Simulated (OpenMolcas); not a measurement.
# Mn⁴⁺ among point charges: CASSCF and CASPT2 levels and susceptibility

How does a field of 5 point charges split the states of Mn⁴⁺, and what χT follows?

Method: state-averaged CASSCF and CASPT2, spin-orbit coupling by RASSI with atomic mean-field integrals. Code: OpenMolcas 26.06.

### Step 1. The atom as given

```
Species                           : Mn⁴⁺ (manganese, Z = 25, 21 electrons)
Basis                             : ANO-RCC-VTZP [6s5p3d2f1g], 59 functions
Scalar Hamiltonian                : DKH2, point nucleus
Inactive shells                   : 1s 2s 2p 3s 3p
Active space                      : 3 electrons in 5 orbitals (3d)
Some configurations of this space : 3d3
Orbitals                          : optimised for each spin and parity, averaged over all roots
```

Outer shells as boxes (Hund's rule):

3d3
```
3d [↑ ][↑ ][↑ ][  ][  ]
```

The ion sits among 5 point charges of -0.5 e arranged as a trigonal bipyramid (D3h), 2.03 Å from the ion, with the axial distance 1.868 Å.

Each step is its own input file, run in one work folder so that later steps find the files of earlier ones. Labels, J, g values, rates, χT and fits are worked out afterwards by a script from the matrices that RASSI stores.

### Step 2. GATEWAY and SEWARD: basis and integrals

a.inp reads:

```
&GATEWAY
Coord
1

Mn 0.0 0.0 0.0
Basis=ANO-RCC-VTZP
Group=NoSym
NoMove
AngMom=0.0 0.0 0.0
AMFI
XField
5 Angstrom 0
2.030000 0.000000 0.000000 -0.500000
-1.015000 1.758032 0.000000 -0.500000
-1.015000 -1.758032 0.000000 -0.500000
0.000000 0.000000 1.867600 -0.500000
0.000000 0.000000 -1.867600 -0.500000
&SEWARD
```

Launch:

```console
OMP_NUM_THREADS=1 MOLCAS_MEM=1689 MOLCAS_PROJECT=a pymolcas a.inp > a.log
```

### Step 3. Reference wave functions, quartets, 10 roots

a.inp reads:

```
&RASSCF
FileOrb=start.orb
Symmetry=1
Spin=4
nActEl=3 0 0
Inactive=9
Ras2=5
CIRoot=10 10 1
SDav=10
CIMx=300
Iter=120 100
PrWF=0.3
OrbListing=Nothing
MaxOrb=0
>>> COPY $Project.JobIph JOB001
```

start.orb holds the contracted functions of the basis, ordered by shell, or the orbitals of the step before.

### Step 4. Reference wave functions, doublets, 40 roots

a.inp reads:

```
&RASSCF
FileOrb=start.orb
Symmetry=1
Spin=2
nActEl=3 0 0
Inactive=9
Ras2=5
CIRoot=40 40 1
SDav=40
CIMx=300
Iter=120 100
PrWF=0.3
OrbListing=Nothing
MaxOrb=0
>>> COPY $Project.JobIph JOB002
```

### Step 5. RASSI: spin-orbit coupling between the states

a.inp reads:

```
&RASSI
NrOfJobIphs=2 10 40
1 2 3 4 5 6 7 8 9 10
1 2 3 4 5 6 7 8 9 10 11 12 13 14 15 16 17 18 19 20 21 22 23 24 25 26 27
28 29 30 31 32 33 34 35 36 37 38 39 40
IphNames
JOB001
JOB002
EJob
SpinOrbit
DIPRint=1.0
SOCoupling=1000.0
Subsets=2
Property=9
'ANGMOM' 1 'ANGMOM' 2 'ANGMOM' 3 'MLTPL  1' 1 'MLTPL  1' 2 'MLTPL  1' 3
'AMFI' 1 'AMFI' 2 'AMFI' 3
SOProperty=3
'ANGMOM' 1 'ANGMOM' 2 'ANGMOM' 3
```

### Step 6. CASPT2: IPEA 0.25, imaginary shift 0.1 (closed shells correlated: 3s 3p)

a.inp reads:

```
>>> COPY JOB001 $Project.JobIph
&CASPT2
Multistate=10 1 2 3 4 5 6 7 8 9 10
NoMult
Frozen=5
IPEA=0.25
Imaginary=0.1
MaxIter=60
WThr=0.0 0.3 0.05
PrWF=0.5
NoMix
>>> COPY JOB002 $Project.JobIph
&CASPT2
Multistate=40 1 2 3 4 5 6 7 8 9 10 11 12 13 14 15 16 17 18 19 20 21 22
23 24 25 26 27 28 29 30 31 32 33 34 35 36 37 38 39 40
NoMult
Frozen=5
IPEA=0.25
Imaginary=0.1
MaxIter=60
WThr=0.0 0.3 0.05
PrWF=0.5
NoMix
```

(Steps that only read results are left out.)

What does the calculation give? Wanted: spin-free ground state; first state of the same spin within the active space; lowest level; next level.

As calculated:

| quantity | value |
| --- | --- |
| method | SS-CASPT2, IPEA 0.25, imaginary shift 0.1 (closed shells correlated: 3s 3p) |
| spin-free ground state | 4E, 2-fold in its orbital part |
| first state of the same spin within the active space | 4E at 529 cm⁻¹ |
| lowest level | 2-fold E1/2, g = 0.18, 0.18, 1.02 |
| next level | 164.5 cm⁻¹ |
| χT at 300 K | 0.68 cm³ K/mol |
| effective moment at 300 K | 2.34 μB |

Cost by method:

```
                                              method  time of its own steps  time with the reference
                                           A. CASSCF                  7.7 s                    7.7 s
B. SS-CASPT2, IPEA 0.25, imaginary shift 0.1, +3s 3p                  8.1 s                     16 s
```

Times are of one thread on a shared host.

The spin-free ground state (4E) comes to 100 % from free-ion F terms and keeps the highest spin of the shell. χT at 300 K is 0.68, against 1.88 cm³ K/mol for the spin alone, so spin-orbit coupling lowers it. CASPT2 does not keep the components of a term degenerate, and the means are used. The field of point charges can differ much from that of real complexes. This is an electrostatic model: the charges have no orbitals.
